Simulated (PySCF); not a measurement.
# [Nd(OH)2]+: other functionals and bases at one geometry

Aim: see how levels, charges and forces of [Nd(OH)2]+ depend on the level of theory. It is a constructed species; whether it can be made isn't addressed.

The runs use PySCF 2.14.0; several levels, as the steps say, no spin–orbit coupling.

1 further run of the same task is left out (for a known fault of the program).

## 1. The system as given

5 atoms, charge 1, spin multiplicity 1.

Bond lengths: Nd1–O2 2.006 Å, Nd1–O4 2.006 Å, O2–H3 0.964 Å, O4–H5 0.964 Å. Angles: O2–Nd1–O4 109.6°, Nd1–O2–H3 166.5°, Nd1–O4–H5 166.5°.

Coordinates:

```
atom    x (Å)    y (Å)    z (Å)
 Nd1   0.0000   0.0000  -0.6415
  O2   1.6395  -0.0342   0.5146
  H3   2.2755  -0.0472   1.2388
  O4  -1.6395   0.0342   0.5146
  H5  -2.2755   0.0472   1.2388
```

Formal oxidation states: Nd +3. Each metal's 3 4f electrons lie in its core potential, so multiplicities, spins and levels count the valence alone. An earlier session relaxed this geometry at PBE0, Nd lcecp-1-SVP with ECP49, O def2-SVP, H def2-SVP (singlet, point group C2v).

At PBE0 on the finer grid: E = -185.187358 Eh, HOMO -13.49 eV, LUMO -6.67 eV, Mulliken charge on Nd1 +1.38 e, largest force component 0.003 eV/Å. 

Levels to run: B3LYP; BLYP; PBE0, TZVP. Hardware: 2 threads of Arm Neoverse V1, shared host.

## 2. B3LYP

The input, run.py (the lines that set the calculation):

```python
mol = gto.M(atom='''
Nd     0.00000     0.00000    -0.64148
O      1.63953    -0.03420     0.51464
H      2.27552    -0.04719     1.23878
O     -1.63953     0.03420     0.51464
H     -2.27552     0.04719     1.23878''',
    basis={'Nd': 'lcecp-1-SVP', 'O': 'def2-SVP', 'H': 'def2-SVP'},
    ecp={'Nd': 'lcecp-1-SVP'},
    charge=1, spin=0)
mf = dft.RKS(mol, xc='B3LYP')
mf.grids.atom_grid = (75, 302)  # f atoms: unpruned, at least (60, 302)
mf = mf.density_fit()  # fitting sets: Nd AutoAux, O def2-universal-JKFIT, H def2-universal-JKFIT
mf.conv_tol = 1e-08; mf.max_cycle = 55
mf.kernel(dm0)  # dm0: the density of the relaxed state
```

The run is started by

```console
OMP_NUM_THREADS=2 python run.py
```

## 3. BLYP

run.py (the lines that set the calculation): that of step 2 with these lines changed.

```diff
@@ -9,3 +9,3 @@
     charge=1, spin=0)
-mf = dft.RKS(mol, xc='B3LYP')
+mf = dft.RKS(mol, xc='BLYP')
 mf.grids.atom_grid = (75, 302)  # f atoms: unpruned, at least (60, 302)
```

## 4. PBE0, TZVP

Basis: Nd lcecp-1-TZVP with ECP49, O def2-TZVP, H def2-TZVP. 

The input, run.py (the lines that set the calculation):

```python
mol = gto.M(atom='''
Nd     0.00000     0.00000    -0.64148
O      1.63953    -0.03420     0.51464
H      2.27552    -0.04719     1.23878
O     -1.63953     0.03420     0.51464
H     -2.27552     0.04719     1.23878''',
    basis={'Nd': 'lcecp-1-TZVP', 'O': 'def2-TZVP', 'H': 'def2-TZVP'},
    ecp={'Nd': 'lcecp-1-TZVP'},
    charge=1, spin=0)
mf = dft.RKS(mol, xc='PBE0')
mf.grids.atom_grid = (75, 302)  # f atoms: unpruned, at least (60, 302)
mf = mf.density_fit()  # fitting sets: Nd AutoAux, O def2-universal-JKFIT, H def2-universal-JKFIT
mf.conv_tol = 1e-08; mf.max_cycle = 55
mf.kernel(dm0)  # dm0: free metal ions and neutral atoms
```

**Question.** What will these runs give? Wanted: for each run, HOMO; gap; charge on Nd1; dipole; largest force.

**Answer**, as computed:

| level | state | HOMO (eV) | gap (eV) | charge on Nd1 (e) | dipole (D) | largest force (eV/Å) | basis functions | time |
| --- | --- | --- | --- | --- | --- | --- | --- | --- |
| PBE0 (relaxed here) | singlet | -13.49 | 6.81 | 1.38 | 2.56 | 0.00 | 71 | 5.1 s |
| B3LYP | singlet | -13.18 | 6.14 | 1.34 | 2.49 | 0.45 | 71 | 2.2 s |
| BLYP | singlet | -11.75 | 4.28 | 1.21 | 2.13 | 0.86 | 71 | 2.7 s |
| PBE0, TZVP | singlet | -13.55 | 6.90 | 1.81 | 2.79 | 0.16 | 121 | 6.2 s |

Times are on 2 threads of Arm Neoverse V1, shared host; the first row also made further properties. The dipole of a charged species depends on the origin, so these sizes hold for this origin alone.

In one basis the HOMO–LUMO gap runs from 4.28 eV (BLYP) to 6.81 eV (PBE0). The largest leftover force, 0.86 eV/Å with BLYP, stands at a geometry relaxed at another level. The Mulliken charge on Nd spans +1.21 to +1.81 e over the levels. With 4f in the core, its levels are missing from HOMO and gap. Total energies of different levels can't be compared. Spin–orbit coupling is left out throughout.
